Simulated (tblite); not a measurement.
# C6H13ClOSi: the cost of one run

The runs use tblite 0.8.0 and PySCF 2.14.0, with density-fitted response routines of our own; the level of theory stands in each step. All values are computed, except where a source is named. Atoms count from 0, in the outputs and in this text.

### 1 Starting geometry

22 atoms, charge 0, multiplicity 1; geometry from: force field or distance geometry start.

Bonds of the start (Å): C0–C1 1.53, C1–C2 1.53, C1–C3 1.56, C3–C4 1.52, C4–O5 1.23, C3–C6 1.55, C6–Si7 1.89, Si7–Cl8 2.04, C0–H9 1.11, C0–H10 1.09, C0–H11 1.09, C1–H12 1.08, C2–H13 1.10, C2–H14 1.09, C2–H15 1.11, C3–H16 1.10, C4–H17 1.11, C6–H18 1.10, C6–H19 1.10, Si7–H20 1.48, Si7–H21 1.48.

### 2 Relaxing the molecule with GFN2-xTB

The job: settings as JSON, then the geometry in Å.

```
{"job": {"kind": "relax", "xc": "GFN2-xTB", "basis": "xTB"}, "charge": 0, "multiplicity": 1}
C     -1.313000     1.751700     0.500900
C     -1.034200     0.718900    -0.593800
C     -2.072100    -0.401700    -0.535700
C      0.426800     0.194600    -0.498800
C      0.786700    -0.458200    -1.818000
O      1.147000    -1.621400    -1.957300
C      0.676800    -0.767200     0.692000
Si     2.476700    -1.044800     1.183000
Cl     3.222000     0.717300     1.905000
H     -2.316600     2.196200     0.356200
H     -1.306800     1.315200     1.502800
H     -0.591900     2.563900     0.472500
H     -1.149500     1.227100    -1.539700
H     -1.892000    -1.151100    -1.314900
H     -2.102800    -0.893400     0.434600
H     -3.083700     0.015900    -0.701500
H      1.094100     1.060400    -0.403000
H      0.716800     0.202800    -2.704600
H      0.234700    -1.749000     0.490500
H      0.178100    -0.390500     1.598100
H      2.567700    -2.037500     2.281300
H      3.324900    -1.430100     0.031700
```

On the command line:

```bash
OMP_NUM_THREADS=1 python probes_run.py task.json out
```

This one command runs all jobs of the session in turn.

**Question.** How long does this first job take on 1 thread of Arm Neoverse N1, shared host, and how much memory does it need?

About 2.9 s, with a peak of 0.18 GiB.
